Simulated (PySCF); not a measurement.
# NBrO (nitrosyl bromide): levels of theory compared

Wanted: a comparison of 6 runs (B2PLYP/def2-TZVP, BLYP/def2-TZVP, M06-L/def2-TZVP, PBE0/def2-TZVP, revPBE/def2-TZVP, SCS-MP2/def2-TZVP) of NBrO (nitrosyl bromide). 

Program for the calculation: PySCF 2.14.0.

3 further runs of the same task are left out: 3 set aside as unsound or not needed.

### 1 The system as given

NBrO has 3 atoms, charge 0, and is taken as a singlet. SMILES: `O=NBr`. Geometry: relaxed at PBE0-D4/def2-TZVP.

Bond lengths: O1–N2 1.126 Å, N2–Br3 2.117 Å. Angles: O1–N2–Br3 114.9°.

### 2 A single-point energy at B2PLYP/def2-TZVP (run 1)

input.py reads:

```python
from pyscf import gto, dft, mp

mol = gto.M(
    atom='''
O      1.779706    -1.222275     0.847599
N     -0.084924    -1.202773    -0.175612
Br    -1.694782     2.425048    -0.671968
''',
    unit='bohr',
    basis='def2-tzvp',
    verbose=4,
    spin=0,
    charge=0,
    max_memory=1860,
)

ks = dft.RKS(mol, xc='0.53*HF + 0.47*B88, 0.73*LYP')
ks.conv_tol = 1e-10
ks.grids.level = 5
ks.kernel()
if not ks.converged:
    ks = ks.newton().run(ks.mo_coeff, ks.mo_occ)

pt = mp.MP2(ks, frozen=11).run()
e_final = ks.e_tot + 0.27 * pt.e_corr
print('PT2 part  %.8f' % (0.27 * pt.e_corr))
print('E(%s) = %.9f' % ('B2PLYP', e_final))
```

The run is started by

```bash
$ OMP_NUM_THREADS=1 python input.py
```

Standard output:

```text
PySCF version 2.14.0

[INPUT] num. atoms = 3
[INPUT] num. electrons = 50
[INPUT] charge = 0
[INPUT] spin (= nelec alpha-beta = 2S) = 0
[INPUT] symmetry False subgroup None
[INPUT] Mole.unit = bohr
[INPUT] Symbol           X                Y                Z      unit          X                Y                Z       unit  Magmom
[INPUT]  1 O      0.941779857338  -0.646800075477   0.448530074799 AA    1.779706000000  -1.222275000000   0.847599000000 Bohr   0.0
[INPUT]  2 N     -0.044939845460  -0.636480061510  -0.092929868364 AA   -0.084924000000  -1.202773000000  -0.175612000000 Bohr   0.0
[INPUT]  3 Br    -0.896840011877   1.283280136987  -0.355590152067 AA   -1.694782000000   2.425048000000  -0.671968000000 Bohr   0.0

[... 66 lines left out ...]
converged SCF energy = -2703.40337224054
[... 1 line left out ...]
******** <class 'pyscf.mp.mp2.RMP2'> ********
nocc = 14, nmo = 99
frozen orbitals 11
E(RMP2) = -2704.28991473856  E_corr = -0.886542498011269
E(SCS-RMP2) = -2704.25017293744  E_corr = -0.84680069689478
E_corr(same-spin) = -0.250442654675473
E_corr(oppo-spin) = -0.636099843335796
PT2 part  -0.23936647
E(B2PLYP) = -2703.642738715
```

Wall time 20 s (1 thread of Arm Neoverse V1, shared host); peak memory 0.57 GiB.

### 3 The energy at BLYP/def2-TZVP (run 2)

calc.py reads:

```python
from pyscf import gto, dft

molecule = gto.Mole()
molecule.atom = [
    ('O', (0.941780, -0.646800, 0.448530)),
    ('N', (-0.044940, -0.636480, -0.092930)),
    ('Br', (-0.896840, 1.283280, -0.355590)),
]
molecule.basis = 'def2-tzvp'
molecule.max_memory = 1860
molecule.verbose = 3
molecule.charge = 0
molecule.build()

mf = dft.RKS(molecule)
mf.xc = 'blyp'
mf.grids.level = 5
mf.conv_tol = 1e-10
mf.kernel()
if not mf.converged:
    mf = mf.newton().run(mf.mo_coeff, mf.mo_occ)

e_tot = mf.e_tot
print('Final energy', e_tot)
```

The run is started by

```bash
$ OMP_NUM_THREADS=1 python calc.py
```

Standard output:

```text
converged SCF energy = -2704.14114364536
Final energy -2704.1411436453573
```

Wall time 17 s (1 thread of Arm Neoverse V1, shared host); peak memory 0.57 GiB.

Runs 3 to 5 aren't shown in full; the table further down has their settings and results.

### 4 A single-point energy at SCS-MP2/def2-TZVP (run 6)

input.py reads:

```python
from pyscf import gto, scf, mp

mol = gto.M(
    atom='''
O    0.941780  -0.646800   0.448530
N   -0.044940  -0.636480  -0.092930
Br  -0.896840   1.283280  -0.355590
''',
    verbose=3,
    charge=0,
    spin=0,
    basis='def2-tzvp',
    max_memory=1860,
)

mf = scf.RHF(mol)
mf.conv_tol = 1e-10
mf.kernel()
if not mf.converged:
    mf = mf.newton().run(mf.mo_coeff, mf.mo_occ)

pt = mp.MP2(mf, frozen=11).run()
etot = mf.e_tot + 1.2 * pt.e_corr_os + pt.e_corr_ss / 3
print(f'total energy: {etot:.8f} hartree')
```

The run is started by

```bash
$ OMP_NUM_THREADS=1 python input.py
```

Standard output:

```text
converged SCF energy = -2701.67724369226
E(RMP2) = -2702.39406367246  E_corr = -0.716819980205372
E(SCS-RMP2) = -2702.3630786419  E_corr = -0.6858349496454
total energy: -2702.36307864 hartree
```

Wall time 4.2 s (1 thread of Arm Neoverse V1, shared host); peak memory 0.32 GiB.

### 5 Overview of the runs

```csv
run,level,frozen core orbitals,integration grid,energy (Eh),dipole moment (D) of the reference,HOMO energy (eV),LUMO energy (eV),wall time
1,B2PLYP/def2-TZVP,11,5,-2703.642739,1.96,-9.17,-1.97,20 s
2,BLYP/def2-TZVP,–,5,-2704.141144,1.66,-6.77,-4.67,17 s
3,M06-L/def2-TZVP,–,5,-2704.004462,1.87,-6.96,-4.49,30 s
4,PBE0/def2-TZVP,–,5,-2703.670031,1.92,-8.15,-3.70,18 s
5,revPBE/def2-TZVP,–,5,-2703.872201,1.78,-6.84,-4.69,17 s
6,SCS-MP2/def2-TZVP,11,–,-2702.363079,2.07,-10.90,1.09,4.2 s
```

### 6 Summary of results

| quantity | value |
| --- | --- |
| run 6: total energy | -2702.36308 Eh |
| run 6: dipole moment (Hartree–Fock density) | 2.07 D |
| run 6: HOMO energy (Hartree–Fock orbitals) | -10.90 eV |
| run 6: LUMO energy (Hartree–Fock orbitals) | 1.09 eV |
| run 6: HOMO–LUMO gap (Hartree–Fock orbitals) | 11.99 eV |
| run 6: correlation energy (11 core orbitals frozen) | -685.8 mEh |

Over runs 1, 2, 3, 4, 5 the dipole moment (its size) runs from 1.66 D (BLYP/def2-TZVP) to 1.96 D (B2PLYP/def2-TZVP). A double hybrid's value is that of its SCF part. Over runs 1, 2, 3, 4, 5 the HOMO–LUMO gap runs from 2.11 eV (BLYP/def2-TZVP) to 7.20 eV (B2PLYP/def2-TZVP). Totals of different functionals can't be ranked against each other. All runs together took 1.8 min, the longest 30 s.
